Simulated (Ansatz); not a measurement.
# CH₄ClGa: small, medium and large basis sets

Aim: see how fast density functionals converge with the basis set for CH₄ClGa.

The runs use Ansatz 0.2.0, Gaussian basis; one geometry, several basis sets.

Levels to be run: PBE0-D4/def2-SVP; ωB97M-V/def2-SVP; PBE0-D4/def2-QZVPP; the functionals' def2-TZVPP values are taken from earlier runs.

1 further run of the same task is left out (it didn't finish).

### 1 The relaxed structure

The geometry comes from an earlier relaxation with PBE0-D4 in a triple-zeta def2 set; it is a stationary point, not always the lowest conformer.

SMILES `[CH3][GaH][Cl]`, 7 atoms, charge 0, spin multiplicity 1.

Atoms are counted from 1 here; the program's logs count them from 0.

Bond lengths: C1–Ga2 1.952 Å, C1–H4 1.093 Å, C1–H5 1.089 Å, C1–H6 1.093 Å, Ga2–Cl3 2.160 Å, Ga2–H7 1.560 Å. Angles: Ga2–C1–H4 110.2°, Ga2–C1–H5 110.9°, Ga2–C1–H6 109.9°, H4–C1–H5 109.3°, H4–C1–H6 107.4°, H5–C1–H6 109.1°, C1–Ga2–Cl3 116.2°, C1–Ga2–H7 130.1°, Cl3–Ga2–H7 113.7°.

Geometry (Å):

```xyz
7
charge 0, multiplicity 1
C    -0.73055    0.58835   -0.20073
Ga    0.84630   -0.53812    0.03575
Cl    0.86498   -1.79483    1.79277
H    -0.43587    1.63719   -0.28376
H    -1.41832    0.47357    0.63633
H    -1.24589    0.31867   -1.12602
H     2.11932   -0.68483   -0.85434
```

### 2 PBE0-D4 in def2-SVP

Contents of in.yaml:

```yaml
crystal:
  periodic: [false, false, false]
  atoms:
    - {symbol: C, position_ang: [-0.730549, 0.588345, -0.200733]}
    - {symbol: Ga, position_ang: [0.846304, -0.538120, 0.035749]}
    - {symbol: Cl, position_ang: [0.864983, -1.794830, 1.792772]}
    - {symbol: H, position_ang: [-0.435865, 1.637195, -0.283762]}
    - {symbol: H, position_ang: [-1.418319, 0.473567, 0.636325]}
    - {symbol: H, position_ang: [-1.245890, 0.318674, -1.126024]}
    - {symbol: H, position_ang: [2.119325, -0.684830, -0.854338]}
basis:
  gaussian: {orbitals: def2-SVP}
hamiltonian: {xc: pbe0, dispersion: d4}
output: {orbitals: {seedname: orbitals}}
```

Further steps of the session: ωB97M-V in def2-SVP; PBE0-D4 in def2-QZVPP.

**Question.** What will the summary of the whole plan be? Wanted: PBE0-D4: double and triple zeta above quadruple.

The runs gave:

| quantity | value |
| --- | --- |
| PBE0-D4: double and triple zeta above quadruple | 13.89, 1.62 eV |

In words: PBE0-D4 gains 12.27 eV from double to triple zeta, then 1.62 eV more. These are total energies; as a rule much of such shifts cancels in differences, which this series doesn't test.
